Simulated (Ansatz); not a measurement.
# W: the cost of one run

Program: Ansatz 0.2.0. Level of theory: DFT PBEsol, scalar-relativistic, plane waves, PAW. These are calculated values, not measurements.

2 further runs of the same task are left out: 1 for a known fault of the program, 1 set aside as unsound or not needed.

**1. Starting point**

It takes space group Im-3m (No. 229, cubic). The conventional cell has a = 3.154 Å, b = 3.154 Å, c = 3.154 Å, α = 90.00°, β = 90.00°, γ = 90.00°. W (site symmetry m-3m) is surrounded by 8 W at 2.73 Å.

As a file:

```xyz
1
Lattice="-1.5772 1.5772 1.5772 1.5772 -1.5772 1.5772 1.5772 1.5772 -1.5772" Properties=species:S:1:pos:R:3 pbc="T T T"
W     0.0000    0.0000    0.0000
```

It is the result of an earlier relaxation at this level (volume 15.69 Å³/atom; gap on the mesh: none (metal)).

**2. Building the [111] wire, 12 host atoms a period**

The wire is cut from the relaxed crystal, periodic along c with vacuum across. Atoms and period relax; energies count from the bulk, -10256.5609 eV an atom.

The cell holds 12 W: a = 16.700 Å, b = 18.200 Å, c = 2.732 Å, α = 90.00°, β = 90.00°, γ = 90.00°.

**3. Relaxing it**

Pressure and volume refer to the whole cell with its vacuum; only the period along c may change.

Contents of input.yaml:

```yaml
crystal:
  lattice:
    - [16.7, 0.0, 0.0]
    - [0.0, 18.2, 0.0]
    - [0.0, 0.0, 2.7317450768]
  atoms:
    - { symbol: W, position: [0.3457776073, 0.3774472244, 0.0] }
    - { symbol: W, position: [0.3457776073, 0.6225527756, 0.0] }
    - { symbol: W, position: [0.268666411, 0.5, 0.6666666667] }
    - { symbol: W, position: [0.5771111963, 0.5, 0.0] }
    - { symbol: W, position: [0.5, 0.3774472244, 0.6666666667] }
    - { symbol: W, position: [0.5, 0.6225527756, 0.6666666667] }
    - { symbol: W, position: [0.731333589, 0.5, 0.6666666667] }
    - { symbol: W, position: [0.4228888037, 0.2548944489, 0.3333333333] }
    - { symbol: W, position: [0.4228888037, 0.5, 0.3333333333] }
    - { symbol: W, position: [0.4228888037, 0.7451055511, 0.3333333333] }
    - { symbol: W, position: [0.6542223927, 0.3774472244, 0.3333333333] }
    - { symbol: W, position: [0.6542223927, 0.6225527756, 0.3333333333] }
basis:
  ecutwfc: 420
kpoints:
  mp_grid: { grid: [1, 1, 20] }
hamiltonian:
  xc: pbesol
scf:
  occupations: { method: gaussian, width: 0.05 }
output:
  forces: true
  stress: true
  eigenvalues: true
  populations: true
  write_density: true
  write_potential: true
  elf: true
  volumetric_format: npy
relax:
  adjacent_minimum: "off"
  f_tol: 0.02
  max_steps: 45
  cell: { fix: [a, b, alpha, beta, gamma], stress_tol: 0.03 }
```

On the command line:

```sh
> ansatz run input.yaml --threads 4 --pin off --max-ram 11264MiB --backend cpu --events-out ev --progress --plain --runs-dir out
```

Q: Estimate wall time and peak memory on 4 threads of Intel Xeon Platinum 8259CL at 2.50GHz (Skylake/Cascade Lake), shared host.

About 7.4 min, with a peak of 2.2 GiB.
